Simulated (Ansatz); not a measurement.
# C4H10Sn: vertical ionisation energy

An exercise on one series of results from a longer session: the logs are not shown, and one member is left open.

Method: unrestricted cation, the program's frozen cores in correlated methods; program: Ansatz 0.2.0, Gaussian basis.

The runs, in order: UKS PBE-D4/def2-TZVPP; UKS r2SCAN-D4/def2-TZVPP; UKS PBE0-D4/def2-TZVPP; UKS B3LYP-D4/def2-TZVPP; UKS wB97X-V/def2-TZVPP; UKS wB97M-V/def2-TZVPP; UKS B2PLYP (frozen core with filled d shells)/def2-TZVPP; UHF-CCSD(T) with filled d shells/def2-TZVPP; UHF-MP2 with filled d shells/def2-QZVPP; extrapolation to the limit; then −ε(HOMO) from the neutral's earlier runs with LDA (SPW92), PBE-D4, revPBE-D4, BLYP-D4, r2SCAN-D4, B97M-V, PBE0-D4, B3LYP-D4, r2SCANh-D4, r2SCAN0-D4, HSE06-D4, BHLYP-D4, CAM-B3LYP-D4, LC-ωPBE, ωB97X-V, ωB97M-V.

2 further runs of the same task are left out: 2 that didn't finish.

### The relaxed structure

An earlier PBE0-D4 in a triple-zeta def2 set relaxation fixed the geometry. Sn takes the def2 core potential; no spin-orbit term is included.

SMILES `C[CH2][Sn][CH2]C`, 15 atoms, charge 0, spin multiplicity 1.

Atoms are counted from 1 here; the program's logs count them from 0.

Bond lengths: C1–C2 1.524 Å, C1–H6 1.095 Å, C1–H7 1.095 Å, C1–H8 1.093 Å, C2–Sn3 2.205 Å, C2–H9 1.093 Å, C2–H10 1.097 Å, Sn3–C4 2.206 Å, C4–C5 1.524 Å, C4–H11 1.093 Å, C4–H12 1.098 Å, C5–H13 1.095 Å, C5–H14 1.095 Å, C5–H15 1.093 Å. Angles: C2–C1–H6 111.9°, C2–C1–H7 112.1°, C2–C1–H8 111.8°, H6–C1–H7 106.6°, H6–C1–H8 107.0°, H7–C1–H8 107.1°, C1–C2–Sn3 113.5°, C1–C2–H9 110.8°, C1–C2–H10 110.4°, Sn3–C2–H9 108.3°, Sn3–C2–H10 107.1°, H9–C2–H10 106.5°, C2–Sn3–C4 94.7°, Sn3–C4–C5 114.8°, Sn3–C4–H11 108.0°, Sn3–C4–H12 106.2°, C5–C4–H11 110.9°, C5–C4–H12 110.4° and more.

Set-up of the first run:

in.yaml reads:

```yaml
crystal:
  periodic: [false, false, false]
  atoms:
    - {symbol: C, position_ang: [-0.533149, 0.482616, 1.816291]}
    - {symbol: C, position_ang: [0.919991, 0.482546, 1.355648]}
    - {symbol: Sn, position_ang: [1.505017, -1.360030, 0.294954]}
    - {symbol: C, position_ang: [-0.091429, -1.211453, -1.219631]}
    - {symbol: C, position_ang: [-0.177531, 0.135041, -1.927294]}
    - {symbol: H, position_ang: [-0.746573, -0.348856, 2.495994]}
    - {symbol: H, position_ang: [-0.794010, 1.400306, 2.354333]}
    - {symbol: H, position_ang: [-1.225879, 0.394566, 0.975252]}
    - {symbol: H, position_ang: [1.596248, 0.619018, 2.203623]}
    - {symbol: H, position_ang: [1.105226, 1.320485, 0.672160]}
    - {symbol: H, position_ang: [0.050474, -2.021724, -1.939876]}
    - {symbol: H, position_ang: [-1.031454, -1.428919, -0.695571]}
    - {symbol: H, position_ang: [0.749580, 0.378361, -2.456146]}
    - {symbol: H, position_ang: [-0.978601, 0.156181, -2.674019]}
    - {symbol: H, position_ang: [-0.369810, 0.951162, -1.226317]}
basis:
  gaussian: {orbitals: def2-TZVPP}
total_charge: 1
magnetization: {spin_polarized: true, initial_magnetization: 1}
hamiltonian: {xc: pbe, dispersion: d4}
```

Among the steps run: Cation, UKS PBE-D4/def2-TZVPP; Cation, UKS r2SCAN-D4/def2-TZVPP; Cation, UKS PBE0-D4/def2-TZVPP; Cation, UKS B3LYP-D4/def2-TZVPP; Cation, UKS wB97X-V/def2-TZVPP; Cation, UKS wB97M-V/def2-TZVPP; Cation, UKS B2PLYP (frozen core with filled d shells)/def2-TZVPP; Cation, UHF-CCSD(T) with filled d shells/def2-TZVPP; Cation, UHF-MP2 with filled d shells/def2-QZVPP.

One table of the session follows, with a row left open; its other results are not shown here.

For comparison, −ε(HOMO) of the neutral from earlier runs:

```
  functional  −ε(HOMO) (eV)
 LDA (SPW92)           4.91
      PBE-D4           4.75
   revPBE-D4           4.70
     BLYP-D4           4.64
   r2SCAN-D4           4.95
      B97M-V           4.91
     PBE0-D4           5.69
    B3LYP-D4           5.55
  r2SCANh-D4           5.30
  r2SCAN0-D4           5.83
    HSE06-D4           5.31
    BHLYP-D4              ?
CAM-B3LYP-D4           6.90
     LC-ωPBE           8.07
     ωB97X-V           7.80
     ωB97M-V           7.73
```

Q: Estimate the row for BHLYP-D4 from the others.

Worked estimate for «−ε(HOMO) (eV)». Against the share of exact exchange, BLYP-D4 (0, 4.64), B3LYP-D4 (0.2, 5.55) give a slope of 4.55 per unit share; at 0.5 the line stands at 6.91.

**Answer.** −ε(HOMO) (eV): 6.54. In «−ε(HOMO) (eV)» the line misses by +0.37.

Limits of these values: The cation may have settled in a state other than its lowest; no search over hole states beyond the program's own was made.
